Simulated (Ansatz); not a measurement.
# ZrF2: the cost of one run

Computed with Ansatz 0.2.0 (DFT PBE, scalar-relativistic, plane waves, PAW, unless a step's input says otherwise).

### 1 The structure to begin with

It takes space group P4mm (No. 99, tetragonal). Conventional cell: a = 3.317 Å, b = 3.317 Å, c = 4.359 Å, α = 90.00°, β = 90.00°, γ = 90.00°. Zr (site symmetry 4mm) has 4 F at 1.82 Å as nearest neighbours. F (site symmetry 2mm) has 2 Zr at 1.82 Å as nearest neighbours.

Structure file:

```
CELL_PARAMETERS angstrom
3.31689 0.00000 0.00000
0.00000 3.31689 0.00000
0.00000 0.00000 4.35949
ATOMIC_POSITIONS crystal
Zr 0.50000 0.50000 0.09589
F 0.00000 0.50000 0.26507
F 0.50000 0.00000 0.26507
```

A structure generator made this guess: random cell by space group and Wyckoff sites (P4mm, No. 99). Lengths come from tabulated atomic sizes and are only a guess.

### 2 Probe: one point on a coarse mesh

File input.yaml:

```yaml
crystal:
  lattice:
    - [3.31689326, 0.0, 0.0]
    - [0.0, 3.31689326, 0.0]
    - [0.0, 0.0, 4.3594944]
  atoms:
    - { symbol: Zr, position: [0.5, 0.5, 0.09588922] }
    - { symbol: F, position: [0.0, 0.5, 0.26507382] }
    - { symbol: F, position: [0.5, 0.0, 0.26507382] }
basis:
  ecutwfc: 420
kpoints:
  mp_grid: { grid: [6, 6, 4] }
hamiltonian:
  xc: pbe
scf:
  occupations: { method: gaussian, width: 0.1 }
  lower_state_search: "off"
output:
  forces: true
  stress: true
  eigenvalues: true
```

Started as:

```
$ ansatz run input.yaml --threads 1 --pin off --max-ram 2048MiB --backend cpu --events-out ev --progress --plain --runs-dir out
```

**Question.** How long does this run take on 1 thread of AMD EPYC 7R43 (Zen 3), shared host, and how much memory does it need?

About 2.8 s, with a peak of 0.38 GiB.
